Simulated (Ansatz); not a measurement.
SnTe, space group Fm-3m, a convergence test of the k-point mesh

With Ansatz 0.2.0 through its Python package.

`snte.cif`
```cif
data_SnTe
_cell_length_a 4.455975
_cell_length_b 4.455975
_cell_length_c 4.455975
_cell_angle_alpha 60.00000
_cell_angle_beta 60.00000
_cell_angle_gamma 60.00000
_symmetry_space_group_name_H-M 'P 1'
_symmetry_Int_Tables_number 1
loop_
_symmetry_equiv_pos_as_xyz
'x, y, z'
loop_
_atom_site_label
_atom_site_type_symbol
_atom_site_fract_x
_atom_site_fract_y
_atom_site_fract_z
Sn1 Sn    0.000000    0.000000    0.000000
Te2 Te    0.500000    0.500000    0.500000
```

Interactive session:
```pycon
>>> import ansatz as az
>>> from ase.io import read
>>> import pandas as pd
>>> atoms = read("snte.cif")
>>> xtal = az.Crystal.from_ase(atoms)
>>> [site.symbol for site in xtal.resolved().sites]
['Sn', 'Te']
>>> job = (
...     xtal.calculation()
...     .occupations("fixed")
...     .functional(az.Functional.PBE)
...     .basis(35 * az.Ry)
...     .forces()
...     .stress()
... )
>>> rows = []
>>> for value in [(2, 2, 2), (4, 4, 4), (6, 6, 6), (8, 8, 8)]:
...     report = job.kpoints(mesh=value).run().report
...     rows.append((value, report["free_energy_ev"] / len(report["lattice"]["sites"]), report["n_iterations"], sum(report["stress_gpa"][i][i] for i in range(3)) / 3, max(abs(f) for row in report["forces_ev_ang"] for f in row), report["n_kpoints"]))
...
>>> table = pd.DataFrame(rows, columns=["mesh", "F/atom (eV)", "iterations", "P (GPa)", "max component (eV/A)", "k-points"])
>>> table.round(5)
        mesh  F/atom (eV)  iterations  P (GPa)  max component (eV/A)  k-points
0  (2, 2, 2)  -6501.41195           6  5.25296                   0.0         3
1  (4, 4, 4)  -6502.36265           7  1.52389                   0.0         8
2  (6, 6, 6)  -6502.36270           6  2.20892                   0.0        16
3  (8, 8, 8)  -6502.36200           7  2.28352                   0.0        29
>>> # differences from the last row
>>> for row in rows[:-1]:
...     shift = 1000 * (row[1] - rows[-1][1])
...     print(f"{row[0]}: {shift:+.2f} meV/atom" + ("  (within 5 meV)" if abs(shift) < 5 else ""))
...
(2, 2, 2): +950.05 meV/atom
(4, 4, 4): -0.65 meV/atom  (within 5 meV)
(6, 6, 6): -0.69 meV/atom  (within 5 meV)
```

From 4×4×4 on it stays within 5 meV an atom of the value at 8×8×8; the first row (2×2×2) is off by 950.0 meV and the last but one by 0.69 meV. The pressure moves from 5.25 to 2.28 GPa.

Notes:
- Forces vanish by symmetry here and test nothing.
- Of the deposited cell: the entry's cell lengths or inner coordinates differ somewhat from later room-temperature determinations.
- Pressure is positive in compression.
- The starting cell is as deposited in a crystallographic database; the results hold for this polymorph, which needn't be the stable one.
- Shifts are counted from the finest mesh, which is itself no proven limit.
- Run time: 5.9 s on 1 thread of Arm Neoverse V2 (shared host), peak memory 0.5 GiB.
